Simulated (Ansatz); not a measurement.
This script makes a rigid torsion scan of BClH2O2, SMILES OB(O)Cl with Ansatz's Python interface.

`torsion.py`:
```python
'''Energy of BClH2O2 as one group turns about a bond.'''

import ansatz as az
from ase import Atoms


def main() -> None:
    atoms = Atoms(['O', 'B', 'O', 'Cl', 'H', 'H'], positions=[
        (-0.2331, 1.2248, -0.3863),
        (-0.1843, -0.1431, -0.0329),
        (1.0315, -0.6621, 0.5095),
        (-1.5512, -1.2492, -0.2749),
        (0.0095, 1.2964, -1.3624),
        (0.9697, -0.5307, 1.5009),
    ])

    # start the scan from a relaxed geometry
    first = (
        az.Crystal.molecule_from_ase(atoms).calculation()
        .basis(gaussian='def2-SVP')
        .functional('pbe0')
        .relax(force_tolerance=0.02, max_steps=80)
    )
    atoms.positions = first.run(threads=1).report['positions_ang']

    start = atoms.get_dihedral(2, 1, 0, 4)
    energies = {}
    for turn in range(0, 360, 30):
        turned = atoms.copy()
        turned.set_dihedral(2, 1, 0, 4, start + turn, indices=[0, 4])
        job = (
            az.Crystal.molecule_from_ase(turned).calculation()
            .basis(gaussian='def2-SVP')
            .functional('pbe0')
        )
        energies[round((start + turn) % 360)] = job.run(threads=1).report['free_energy_ev']
    floor = min(energies.values())
    print('dihedral O2-B1-O0-H4 (deg)   E - E(min) (eV)')
    for angle, e in sorted(energies.items()):
        print(f'{angle:8d} {(e - floor):14.3f}  ' + '#' * int(30 * (e - floor) / max(max(energies.values()) - floor, 1e-9)))


if __name__ == '__main__':
    main()
```

Where along the turn do the lowest and the highest point lie, and how far apart are they?

The lowest point is at 180° and the highest at 90°, 0.437 eV (42.2 kJ/mol) above it, with the rest of the molecule held.

The run itself:

Running `python torsion.py` prints:
```text
dihedral O2-B1-O0-H4 (deg)   E - E(min) (eV)
       0          0.272  ##################
      30          0.323  ######################
      60          0.424  #############################
      90          0.437  #############################
     120          0.290  ###################
     150          0.090  ######
     180          0.000
     210          0.091  ######
     240          0.291  ###################
     270          0.437  ##############################
     300          0.424  #############################
     330          0.323  ######################
```

The scan is rigid and the energies are electronic, in a modest basis. With rigid groups the curve can differ much from the relaxed path, the start wasn't checked as a minimum of this torsion, and equivalent turns needn't return to the same energy. It ran for 25 s on 1 thread of AMD EPYC 9R14 (Zen 4), with other jobs on the host, peak memory 0.22 GiB.

(Lines on the test bed's own set-up are left out of the output.)
